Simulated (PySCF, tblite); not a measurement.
# C₆H₈N₂+ (doublet): geometry, infrared bands and EPR parameters

Wanted: the infrared bands and EPR parameters of C₆H₈N₂+ (doublet) (`[H]/N=C/[C@H](C#N)C[CH][CH2+]`), by calculation.

The runs use tblite 0.8.0 and PySCF 2.14.0, with density-fitted response routines of our own; the level of theory stands in each step. All values are computed, except where a source is named. Atoms count from 0, in the outputs and in this text.

**1. The molecule as given**

16 atoms, charge 1, multiplicity 2; geometry from: force field or distance geometry start.

Bonds of the start (Å): C0–C1 1.51, C1–C2 1.47, C2–C3 1.49, C3–C4 1.47, C4–N5 1.15, C3–C6 1.50, C6–N7 1.27, C0–H8 1.10, C0–H9 1.07, C1–H10 1.11, C2–H11 1.13, C2–H12 1.11, C3–H13 1.10, C6–H14 1.09, N7–H15 1.04.

**2. Optimising the geometry with GFN2-xTB**

The job: settings as JSON, then the geometry in Å.

```
{"job": {"kind": "relax", "xc": "GFN2-xTB", "basis": "xTB"}, "charge": 1, "multiplicity": 2}
C      2.800500     0.584500     0.229900
C      1.683700    -0.367500     0.572300
C      0.518900     0.082200    -0.209200
C     -0.743300    -0.701900    -0.054000
C     -1.203500    -0.707900     1.343800
N     -1.575200    -0.706200     2.435800
C     -1.776400    -0.061300    -0.938500
N     -2.963900     0.155600    -0.542900
H      2.753800     1.572900     0.715700
H      3.582400     0.322300    -0.455300
H      1.540800    -0.400600     1.673900
H      0.819500    -0.001100    -1.291500
H      0.336600     1.159800    -0.003100
H     -0.655400    -1.751100    -0.362600
H     -1.480900     0.231100    -1.941300
H     -3.645300     0.598000    -1.184300
```

Command:

```console
$ OMP_NUM_THREADS=1 python probes_run.py task.json out
```

This one command runs all jobs of the session in turn.

**Question.** This job is followed by: GFN2-xTB harmonic vibrations, gas phase; UKS B3LYP, pcH-1 on C H N, non-relativistic, mean-field spin-orbit, GIAO. Predict these results of the whole session: strongest single infrared mode (GFN2-xTB); zero-point energy (GFN2-xTB); g(iso) (B3LYP); ⟨S²⟩; largest a(iso) (averaged by class).

As calculated:

```
                                 quantity                  value
strongest single infrared mode (GFN2-xTB)  1560 cm⁻¹, 280 km/mol
             zero-point energy (GFN2-xTB)          76.6 kcal/mol
                           g(iso) (B3LYP)                2.00303
                                     ⟨S²⟩     0.758 (exact 0.75)
       largest a(iso) (averaged by class)   1H on H12, 137.4 MHz
```

Relaxing lowered the energy by 2.878 eV in 176 steps; the close pair that moved most is C0–C1, from 1.507 to 1.348 Å. All 42 modes are real, so the xTB geometry is a minimum. The strongest single mode, at 1560 cm⁻¹, moves mainly C1 and C0. Unscaled tight-binding wavenumbers are off by several per cent, some by more. Its intensities can rank the bands wrongly. The largest spin populations lie on C0 (0.41 e), N7 (0.34 e). The isotropic g lies 0.7 ppt above the free-electron value. These values are for one conformer; the search (at its own cheap level) found 2 more, at 0.98, 3.70 kcal/mol, and measured spectra average over such forms.
